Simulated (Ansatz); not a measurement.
# Cl2CrO2: the cost of one run

Computed with Ansatz 0.2.0 (the levels named in each step, unless a step's input says otherwise).

## 1. The structure to begin with

Bond lengths: O1–Cr2 1.551 Å, Cr2–O3 1.551 Å, Cr2–Cl4 2.034 Å, Cr2–Cl5 2.034 Å. Angles: O1–Cr2–O3 117.7°, O1–Cr2–Cl4 108.0°, O1–Cr2–Cl5 108.0°, O3–Cr2–Cl4 108.0°, O3–Cr2–Cl5 108.0°, Cl4–Cr2–Cl5 106.6°.

As a file:

```xyz
5

O     0.6170   -0.3963    1.6272
Cr    0.3531   -0.1104    0.1258
O     1.5395   -0.2794   -0.8587
Cl   -0.3363    1.7956   -0.0405
Cl   -1.1547   -1.3284   -0.4909
```

## 2. A rough first relaxation, PBE-D4/def2-SVP

File input.yaml:

```yaml
crystal:
  periodic: [false, false, false]
  atoms:
    - { symbol: O, position_ang: [0.61701, -0.39632, 1.62722] }
    - { symbol: Cr, position_ang: [0.35309, -0.11043, 0.12584] }
    - { symbol: O, position_ang: [1.53955, -0.2794, -0.85868] }
    - { symbol: Cl, position_ang: [-0.33632, 1.7956, -0.0405] }
    - { symbol: Cl, position_ang: [-1.15468, -1.32842, -0.49086] }
magnetization:
  spin_polarized: true
  initial_magnetization: 1
total_charge: 1
basis:
  gaussian: { orbitals: def2-SVP }
hamiltonian:
  xc: pbe
  dispersion: d4
relax:
  f_tol: 0.03
  max_steps: 200
```

The run is started by

```
$ ansatz run input.yaml --threads 4 --pin off --max-ram 10240MiB --backend cpu --events-out ev --progress --plain --runs-dir out
```

**Question.** How long does this run take on 4 threads of Intel Xeon at 2.50GHz (Skylake/Cascade Lake), shared host, and how much memory does it need?

About 75 s, with a peak of 0.28 GiB.
